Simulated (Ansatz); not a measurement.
Predict the output of the script below (the Ansatz DFT code, driven from Python).

Contents of `bf2geh3.xyz`:
```text
7

F    -1.29370   -1.73400    0.72740
B    -0.06640   -1.16590    0.30040
Ge    0.08250    0.78790   -0.20280
F    -0.87650    1.16040   -1.53990
H     0.88150   -1.88030    0.23120
H    -0.27440    1.67760    1.02810
H     1.60830    1.08640   -0.59000
```

Script `run_scan.py`:
```python
import ansatz as az
import numpy as np

BASIS = "def2-SVP"
XC = "r2SCAN"

system = az.Crystal.molecule_from_extxyz("bf2geh3.xyz")

symbols = [site.symbol for site in system.cartesian_sites]
start = np.array([site.position_ang for site in system.cartesian_sites])
axis = (start[3] - start[2]) / np.linalg.norm(start[3] - start[2])
moving = [3]
lengths, energies = [1.485, 1.552, 1.62, 1.687, 1.755, 1.822, 1.89, 1.991], []
for length in lengths:
    xyz = start.copy()
    xyz[moving] += (length - np.linalg.norm(start[3] - start[2])) * axis
    point = az.Crystal.molecule()
    for symbol, xyz in zip(symbols, xyz):
        point = point.atom(symbol, xyz.tolist())
    setup = (
        point.calculation()
        .basis(gaussian=BASIS)
        .functional(XC)
        .accuracy("medium")
    )
    r = setup.run(threads=1).report
    energies.append(r["free_energy_ev"])
    print(f"r = {length:6.3f} A  E = {energies[-1]:.5f} eV  <S^2> = {abs(r['mean_field']['state']['spin_squared']):.3f}")

fit = np.polynomial.Polynomial.fit(lengths, np.array(energies) - min(energies), 4).convert()
roots = [r.real for r in fit.deriv().roots() if abs(r.imag) < 1e-9 and fit.deriv(2)(r.real) > 0]
r_e = min(roots, key=lambda r: abs(r - lengths[int(np.argmin(energies))]))
print(f"minimum of the fit at {r_e:.4f} A, force constant {fit.deriv(2)(r_e):.2f} eV/A^2")
```

Running `python run_scan.py` prints:
```text
r =  1.485 A  E = -62661.86662 eV  <S^2> = 0.000
r =  1.552 A  E = -62662.69414 eV  <S^2> = 0.000
r =  1.620 A  E = -62663.17945 eV  <S^2> = 0.000
r =  1.687 A  E = -62663.40955 eV  <S^2> = 0.000
r =  1.755 A  E = -62663.46534 eV  <S^2> = 0.000
r =  1.822 A  E = -62663.39729 eV  <S^2> = 0.000
r =  1.890 A  E = -62663.24173 eV  <S^2> = 0.000
r =  1.991 A  E = -62662.90830 eV  <S^2> = 0.000
minimum of the fit at 1.7459 A, force constant 27.85 eV/A^2
```

Notes:
- These settings explore the input space; basis and method may be short of convergence.
- The rest of the molecule is held rigid at a force-field or estimated start geometry, and the basis set is modest; single-reference methods fail as a bond breaks.
- The orbitals are restricted, so S² is zero by construction.
- Toward dissociation an unrestricted state can lie under the restricted one, by tenths of an eV for polar bonds under a functional and by 1 to 2 eV or more for others.
- Wall time of the script: 26 s on 1 thread of Arm Neoverse V2 (shared host), peak memory 0.21 GiB.

(Lines on the test bed's own set-up are left out of the output.)
